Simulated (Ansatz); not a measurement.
# FGaH6Si: a nudged elastic band, and a look at its input

A nudged elastic band is wanted. The input is run as typed. The step meant is a four-centre ligand exchange at charge 0 and multiplicity 1, which changes Ga1–F6, Si2–H5, Ga1–Si2, H5–F6.

The runs use Ansatz 0.2.0, Gaussian basis; PBE0-D4/def2-SVP.

1 further run of the same task is left out (it didn't finish). Runs told in other sessions of the task aren't counted.

### Step 1. The structure

```
Ga   -1.3102    0.0510   -0.4431
Si    0.9364   -0.8349   -0.1827
H    -1.6324    0.9441   -1.6897
H    -2.4367   -0.4432    0.5274
H     0.4029    1.3667    1.0012
F    -0.4543    1.7448    0.9267
H     1.7870   -0.8950   -1.4019
H     1.6298    0.1851    0.7063
H     1.0775   -2.1189    0.5557
```

### Step 2. The run

run/in.yaml

```yaml
crystal:
  periodic: [false, false, false]
  atoms:
    - {symbol: Ga, position_ang: [-1.310209, 0.051027, -0.443123]}
    - {symbol: Si, position_ang: [0.936367, -0.834891, -0.182684]}
    - {symbol: H, position_ang: [-1.632442, 0.944139, -1.689654]}
    - {symbol: H, position_ang: [-2.436731, -0.443238, 0.527406]}
    - {symbol: H, position_ang: [0.402869, 1.366744, 1.001164]}
    - {symbol: F, position_ang: [-0.454317, 1.744764, 0.926749]}
    - {symbol: H, position_ang: [1.787010, -0.894961, -1.401946]}
    - {symbol: H, position_ang: [1.629817, 0.185100, 0.706329]}
    - {symbol: H, position_ang: [1.077537, -2.118884, 0.555659]}
basis:
  gaussian: {orbitals: def2-SVP}
hamiltonian: {xc: pbe0, dispersion: d4}
neb:
  images: 5
  climbing: true
  max_iterations: 3
  initial_path: idpp
  final_atoms:
    - {symbol: Ga, position_ang: [-1.607465, 0.689141, -0.120854]}
    - {symbol: Si, position_ang: [1.341619, -0.677374, 0.072921]}
    - {symbol: H, position_ang: [-1.513857, 0.456042, -1.659415]}
    - {symbol: H, position_ang: [-2.022280, -0.280512, 1.027378]}
    - {symbol: H, position_ang: [0.515855, 0.566359, 0.248142]}
    - {symbol: F, position_ang: [-1.475874, 2.381656, 0.368229]}
    - {symbol: H, position_ang: [2.388497, -0.369010, -0.927186]}
    - {symbol: H, position_ang: [1.923704, -1.005963, 1.393671]}
    - {symbol: H, position_ang: [0.449700, -1.760538, -0.402988]}
```

Command:

```sh
> ansatz run in.yaml --threads 4 --pin off --events-out ev --progress --plain --max-ram 9574MiB
```

Q: Predict the outcome of this session. Wanted: this run.

As calculated:

| quantity | value |
| --- | --- |
| this run | not converged |
| fault | too few iterations |

In words: Three iterations were allowed, too few to relax the band.
